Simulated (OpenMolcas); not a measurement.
# CH2FNSi (SMILES FC1=N[SiH2]1): UHF/ANO-R1 (sfX2C, scramble 0.25)

We compute the energy along one coordinate of CH2FNSi. 

The results are computed with OpenMolcas 26.06.

5 further runs of the same task are left out: 2 that didn't finish, 3 set aside as unsound or not needed. Runs told in other sessions of the task aren't counted.

## (1) The structure to begin with

The species is CH2FNSi (6 atoms), meant as a singlet with charge 0. As SMILES, `FC1=N[SiH2]1`. Geometry: relaxed at PBE0-D4/def2-TZVP.

Bond lengths: F1–C2 1.313 Å, C2–N3 1.261 Å, C2–Si4 1.766 Å, N3–Si4 1.801 Å, Si4–H5 1.477 Å, Si4–H6 1.477 Å. Angles: F1–C2–N3 128.8°, F1–C2–Si4 160.4°, N3–C2–Si4 70.8°, C2–N3–Si4 67.8°, C2–Si4–N3 41.4°, C2–Si4–H5 122.2°, C2–Si4–H6 122.2°, N3–Si4–H5 118.8°, N3–Si4–H6 118.8°, H5–Si4–H6 113.7°.

## (2) An energy scan at UHF/ANO-R1 (sfX2C, scramble 0.25)

point1.xyz

```xyz
6
R = 3.94
F      3.243024    -3.193860     1.887143
C      0.513000    -0.815400     0.333600
N     -0.624100    -1.110900    -0.124500
Si    -0.284400     0.654600    -0.233900
H      0.001700     1.243400    -1.557500
H     -0.987300     1.572700     0.684600
```

test.inp

```
&gateway
coord=point1.xyz
basis=ANO-R1
group=NoSym
&seward
&scf
uhf
scramble=0.25
prorbitals=0
>>> ForEach K in (1, 2, 3, 4, 5, 6, 7, 8, 9)
&gateway
coord=$CurrDir/point$K.xyz
basis=ANO-R1
group=NoSym
&seward
&scf
uhf
prorbitals=0
fileorb=$Project.UhfOrb
>>> EndDo
```

The run is started by

```
$ export MOLCAS_MEM=1860
$ pymolcas test.inp > test.log
```

The log of the run:

```text
--- Start Module: gateway ---
[...]
--- Stop Module: gateway /rc=_RC_ALL_IS_WELL_ ---
[...]
      Basis functions           70
[...]
       Convergence after  28 Iterations
[...]
::    Total SCF energy                               -482.4814863647
[...]
       Convergence after   2 Iterations
[...]
::    Total SCF energy                               -482.4814863669
[...]
--- Start Module: seward ---
[...]
--- Stop Module: seward /rc=_RC_ALL_IS_WELL_ ---
[...]
--- Start Module: scf ---
[...]
       Convergence after  11 Iterations
[...]
::    Total SCF energy                               -482.5777066554
[...]
      Total spin, S                                    -0.0000000000
[...]
      Total electronic charge=   38.000000
      Total            charge=   -0.000000
[...]
      Dipole Moment (debye):
      Origin of the operator (angstrom)=    0.1837   -0.4432    0.1337
                   X=  8.2138E-01               Y=  2.8650E+00               Z= -5.8388E-02           Total=  2.9810E+00
      Quadrupole Moment (debye*angstrom):
[...]
--- Stop Module: scf /rc=_RC_ALL_IS_WELL_ ---
[...]
```

Run time: 72 s. Hardware: 1 thread of Arm Neoverse V2, shared host; peak memory 0.43 GiB.

The scan, from its lowest point:

```
C2–F1 (Å)  energy (kJ/mol)
    3.940            290.6
    3.152            289.6
    2.627            288.9
    2.233            286.9
    1.905            263.7
    1.642            149.3
    1.445             40.6
    1.313              0.0
    1.182             37.9
```

## (3) Outcome

Level: UHF/ANO-R1 (sfX2C, scramble 0.25).

```
                 quantity          value
lowest energy of the scan  -482.59216 Eh
```
